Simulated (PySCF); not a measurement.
# One shape, several levels: SiHCl2OF (SMILES O[Si](F)(Cl)Cl)

Aim: a comparison of 6 runs (HF/STO-3G, B3LYP/6-31G*, CAM-B3LYP/def2-SVP, M06-2X/def2-SVP, PBE/def2-SVP, revPBE/def2-SVP) of SiHCl2OF. The job is set up through a Python script.

The calculation is run with PySCF 2.14.0.

1 further run of the same task is left out (set aside as unsound or not needed). Runs told in other sessions of the task aren't counted.

## (1) The molecule

The species is SiHCl2OF (6 atoms), meant as a singlet with charge 0. SMILES: `O[Si](F)(Cl)Cl`. The shape is that of a PBE0-D4/def2-TZVP optimisation. This is one conformer, not always the lowest.

Bond lengths: O1–Si2 1.612 Å, Si2–F3 1.579 Å, Si2–Cl4 2.026 Å, Si2–Cl5 2.011 Å, O1–H6 0.959 Å. Angles: O1–Si2–F3 111.1°, O1–Si2–Cl4 111.7°, O1–Si2–Cl5 107.8°, F3–Si2–Cl4 106.6°, F3–Si2–Cl5 108.3°, Cl4–Si2–Cl5 111.3°, Si2–O1–H6 118.9°.

## (2) A single-point energy at HF/STO-3G (run 1)

Contents of calc.py:

```python
# O[Si](F)(Cl)Cl
from pyscf import gto

mol = gto.M(
    atom='''
O   -0.507700   0.453700   1.122500
Si   0.219500   0.013400  -0.247400
F    1.583200  -0.726700   0.044400
Cl  -0.921300  -1.272900  -1.319600
Cl   0.618000   1.683900  -1.294500
H   -0.949600  -0.215500   1.648500
''',
    charge=0,
    basis='sto-3g',
    max_memory=1860,
    verbose=3,
)

mf = mol.RHF()
mf.conv_tol = 1e-10
mf.kernel()
if not mf.converged:
    mf = mf.newton().run(mf.mo_coeff, mf.mo_occ)

e_final = mf.e_tot
print('E = %.10f Eh' % e_final)
```

Started as:

```sh
$ OMP_NUM_THREADS=1 python calc.py
```

Standard output:

```text
<dir> SyntaxWarning: invalid escape sequence '\W'
  S = {(paw_set(r)[0], bool(re.search(r"spin_orbit\W+true|paw_fr", str((r.get("files") or {}).get("input") or "")) or re.search("(?i)spin.orbit\W+(value\W+)?(true|yes)|value\W+spin-orbit", json.dumps(r.get("inputs"), default=str)))) for r in records}
converged SCF energy = -1367.37386329879
E = -1367.3738632988 Eh
```

Run time: 0.79 s. Hardware: 1 thread of Arm Neoverse V2, shared host; peak memory 0.12 GiB.

## (3) A single-point energy at B3LYP/6-31G(d) (spherical functions) (run 2)

Contents of start.xyz:

```xyz
6
Cl2FHOSi
O     -0.507700     0.453700     1.122500
Si     0.219500     0.013400    -0.247400
F      1.583200    -0.726700     0.044400
Cl    -0.921300    -1.272900    -1.319600
Cl     0.618000     1.683900    -1.294500
H     -0.949600    -0.215500     1.648500
```

Contents of input.py:

```python
from pyscf import gto, dft

mol = gto.M(
    atom='start.xyz',
    charge=0,
    max_memory=1860,
    basis='6-31g*',
    verbose=3,
)

mf = dft.RKS(mol)
mf.xc = 'b3lyp'
mf.conv_tol = 1e-10
mf.grids.level = 5
mf.kernel()
if not mf.converged:
    mf = mf.newton().run(mf.mo_coeff, mf.mo_occ)

energy = mf.e_tot
print('Final energy', energy)
```

Started as:

```sh
$ OMP_NUM_THREADS=1 python input.py
```

Standard output:

```text
<dir> SyntaxWarning: invalid escape sequence '\W'
  S = {(paw_set(r)[0], bool(re.search(r"spin_orbit\W+true|paw_fr", str((r.get("files") or {}).get("input") or "")) or re.search("(?i)spin.orbit\W+(value\W+)?(true|yes)|value\W+spin-orbit", json.dumps(r.get("inputs"), default=str)))) for r in records}
converged SCF energy = -1385.74636456881
Final energy -1385.7463645688078
```

It took 17 s on 1 thread of Arm Neoverse V2, shared host; peak memory 0.44 GiB.

Runs 3 to 4 aren't shown in full; the table further down has their settings and results.

## (4) The energy at PBE/def2-SVP (run 5)

Contents of mol.xyz:

```xyz
6
Cl2FHOSi
O     -0.507700     0.453700     1.122500
Si     0.219500     0.013400    -0.247400
F      1.583200    -0.726700     0.044400
Cl    -0.921300    -1.272900    -1.319600
Cl     0.618000     1.683900    -1.294500
H     -0.949600    -0.215500     1.648500
```

Contents of job.py:

```python
from pyscf import gto, dft

mol = gto.Mole()
mol.atom = 'mol.xyz'
mol.verbose = 3
mol.max_memory = 1860
mol.charge = 0
mol.basis = 'def2-svp'
mol.build()

mf = dft.RKS(mol, xc='pbe')
mf.grids.level = 5
mf.conv_tol = 1e-10
mf.kernel()
if not mf.converged:
    mf = mf.newton().run(mf.mo_coeff, mf.mo_occ)

etot = mf.e_tot
print('E = %.10f Eh' % etot)
```

Started as:

```sh
$ OMP_NUM_THREADS=1 python job.py
```

Standard output:

```text
<dir> SyntaxWarning: invalid escape sequence '\W'
  S = {(paw_set(r)[0], bool(re.search(r"spin_orbit\W+true|paw_fr", str((r.get("files") or {}).get("input") or "")) or re.search("(?i)spin.orbit\W+(value\W+)?(true|yes)|value\W+spin-orbit", json.dumps(r.get("inputs"), default=str)))) for r in records}
converged SCF energy = -1384.55178150511
E = -1384.5517815051 Eh
```

It took 19 s on 1 thread of Arm Neoverse V2, shared host; peak memory 0.45 GiB.

## (5) A single-point energy at revPBE/def2-SVP (run 6)

mol.xyz is that of step 4.

Contents of job.py:

```python
# O[Si](F)(Cl)Cl
from pyscf import gto, dft

molecule = gto.M(
    atom='mol.xyz',
    charge=0,
    verbose=3,
    basis='def2-svp',
    max_memory=1860,
)

mf = dft.RKS(molecule)
mf.xc = 'revpbe'
mf.grids.level = 5
mf.conv_tol = 1e-10
mf.kernel()
if not mf.converged:
    mf = mf.newton().run(mf.mo_coeff, mf.mo_occ)

energy = mf.e_tot
print('E(%s) = %.9f' % ('REVPBE', energy))
```

Started as:

```sh
$ OMP_NUM_THREADS=1 python job.py
```

Standard output:

```text
<dir> SyntaxWarning: invalid escape sequence '\W'
  S = {(paw_set(r)[0], bool(re.search(r"spin_orbit\W+true|paw_fr", str((r.get("files") or {}).get("input") or "")) or re.search("(?i)spin.orbit\W+(value\W+)?(true|yes)|value\W+spin-orbit", json.dumps(r.get("inputs"), default=str)))) for r in records}
converged SCF energy = -1384.95271058888
E(REVPBE) = -1384.952710589
```

Run time: 19 s. Hardware: 1 thread of Arm Neoverse V2, shared host; peak memory 0.45 GiB.

## (6) Overview of the runs

```
run                               level  integration grid   energy (Eh)  dipole moment (D)  HOMO energy (eV)  LUMO energy (eV)  wall time
  1                           HF/STO-3G                 –  -1367.373863               2.76            -11.23              7.67     0.79 s
  2  B3LYP/6-31G* (spherical functions)                 5  -1385.746365               2.05             -9.23              0.08       17 s
  3                  CAM-B3LYP/def2-SVP                 5  -1385.239592               1.91            -10.71              1.69       22 s
  4                     M06-2X/def2-SVP                 5  -1385.160100               1.95            -10.80              1.50       32 s
  5                        PBE/def2-SVP                 5  -1384.551782               1.85             -7.87             -0.33       19 s
  6                     revPBE/def2-SVP                 5  -1384.952711               1.85             -7.85             -0.26       19 s
```

## (7) Results

```
            quantity           value
 run 6: total energy  -1384.95271 Eh
run 6: dipole moment          1.85 D
  run 6: HOMO energy        -7.85 eV
  run 6: LUMO energy        -0.26 eV
run 6: HOMO–LUMO gap         7.60 eV
```

**Reading.** The dipole moment (its size) runs from 1.85 D (revPBE/def2-SVP) to 2.76 D (HF/STO-3G). The two ends differ in method and basis. The HOMO–LUMO gap runs from 7.54 eV (PBE/def2-SVP) to 18.89 eV (HF/STO-3G). Totals of different functionals can't be ranked against each other. In run 1 the basis is minimal, so the values are rough. All runs together took 1.8 min, the longest 32 s.
